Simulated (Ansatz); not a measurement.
I need a surface slab of K, space group Pm-3m. Use Ansatz 0.2.0, Python API. Use: PBEsol, PAW, cutoff 476 eV, 4×4×1 k-points, Gaussian smearing of 0.1 eV.

Input file `k.vasp`:
```text
K
1.0
   4.31043949    0.00000000    0.00000000
   0.00000000    4.31043949    0.00000000
   0.00000000    0.00000000    4.31043949
K
1
Direct
   0.00000000    0.00000000    0.00000000
```

The script, `slab.py`:
```python
'''A surface of K: energy and work function.'''

import ansatz as az
from ase.build import surface
from ase.io import read
import numpy as np


def main() -> None:
    atoms = read('k.vasp', format='vasp')
    # Miller indices count the vectors of the cell as typed
    slab = surface(atoms, (0, 0, 1), 2, vacuum=8.0)
    slab.pbc = (True, True, False)

    print(slab.get_chemical_formula(), 'area {:.3f} A^2, cell height {:.2f} A'.format(np.linalg.norm(np.cross(slab.cell[0], slab.cell[1])), slab.cell[2, 2]))


    def common(structure):
        return (
            az.Crystal.from_ase(structure).calculation()
            .functional(az.Functional.PBESOL)
            .basis(35 * az.Ry)
            .occupations(az.OccupationsMethod.GAUSSIAN)
            .mixing('broyden', beta=0.7)
            .eigensolver('auto')
            .scf(max_iterations=80)
        )


    calculation = (
        common(slab)
        .kpoints(4, 4, 1)
        .relax(force_tolerance=0.03, max_steps=30)
    )
    out = calculation.run()
    summary = out.report

    print(f'slab free energy {summary["free_energy_ev"]:.4f} eV, Fermi level {summary["fermi_energy_ev"]:.3f} eV')
    print('vacuum reading:', {k: round(v, 3) for k, v in summary.get('vacuum', {}).items() if isinstance(v, float)})

    print('atom   z before  z after (A)')
    for atom, site in zip(slab, out.lattice.sites):
        print(f'{atom.symbol:3s} {atom.z:9.3f} {site.position_ang[2]:9.3f}')


if __name__ == '__main__':
    main()
```

```console
$ python slab.py
K2 area 18.580 A^2, cell height 20.31 A
DeckWarning: crystal.periodic: the lattice vector that does not repeat stood 0.000° off the slab's normal, 20.310 Å along it as the deck builds it. The run solves the slab on a vector along the normal, 32.421 Å long, with every atom where it was (on the deck's vector they left 16.00 Å outside them, and the widest [...]
slab free energy -3031.6309 eV, Fermi level -2.482 eV
vacuum reading: {'free_states_from_ev': -0.0, 'bound_up_to_ev': -0.016}
atom   z before  z after (A)
K       8.000     7.825
K      12.310    12.486
```
(Warnings from the package without file and line, shortened.)

Caveats:
- These settings explore the input space; cutoff and mesh may be short of convergence.
- The zero of the levels is a convention of the potentials, so an absolute Fermi energy is no work function.
- This isn't the structure that K takes at ambient conditions.
- The slab is thin and cut from the structure as given; a cut can leave two unlike or polar faces, and the surface energy is then their mean. Miller indices refer to the vectors of the cell as typed, and the lattice isn't relaxed for this functional, so relaxation and surface energy can hold strain.
- Timing: 14 s on 1 thread of Intel(R) Xeon(R) Platinum 8375C CPU @ 2.90GHz (Ice Lake), on a shared host, peak memory 0.71 GiB.

(Lines on the test bed's own set-up are left out of the output.)
